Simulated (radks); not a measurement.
**Valence configurations of Rh**

An exercise on one series of results from a longer session: the logs are not shown, and one member is left open.

Method: scalar-relativistic Kohn-Sham, BLYP, spin-polarised, spherical densities, point nucleus; open shells are filled with parallel spins first. Code: radks (a radial shooting solver on a logarithmic mesh, Libxc functionals) version 1.

## Starting point

- element: rhodium (Z = 45)
- charge: 0
- electrons: 45
- configuration: [Kr] 4d8 5s1
- others tried: 4d7 5s1 5p1; 4d7 5s2; 4d7.5 5s0.5 5p1; 4d8 5s0.5 5p0.5; 4d7.5 5s1 5p0.5; 4d7.5 5s1.5; 4d6.5 5s0.5 5p2; 4d9; 4d5.5 5s0.5 5p3

The outer shells:

Rh
```
[Kr] core
4d [↑↓][↑↓][↑↓][↑ ][↑ ]
5s [↑ ]
```

Set-up of the first run:

Input:

```text
Z 45
configuration [Kr] 4d8 5s1
relativity scalar-relativistic
functional b88,lyp
spin polarised
nucleus point
c 137.035999084
```

Steps of the session up to this table: [Kr] 4d8 5s1.

One of the session's tables, all rows but one given; the rest of the session is left out.

It belongs to the step «[Kr] 4d8 5s1». Sizes of the orbitals, from the radial functions (bohr):

| level | <r> | outermost maximum (interpolated) | 90 % within | nodes |
| --- | --- | --- | --- | --- |
| 4s up | 0.9800 | 0.881 | 1.43 | 3 |
| 4s down | 0.9786 | 0.880 | 1.42 | 3 |
| 4p up | 1.082 | 0.944 | 1.60 | 2 |
| 4p down | ? | ? | ? | ? |
| 4d up | 1.589 | 1.15 | 2.61 | 1 |
| 4d down | 1.615 | 1.15 | 2.67 | 1 |
| 5s up | 3.239 | 2.62 | 4.92 | 4 |
| 5s down | 3.398 | 2.69 | 5.22 | 4 |

**Question.** Estimate the row for 4p down.

The run gave: <r>: 1.080; outermost maximum (interpolated): 0.943; 90 % within: 1.60; nodes: 2. In the column «<r>» it lies between 4s up (0.9800) and 4p up (1.082).
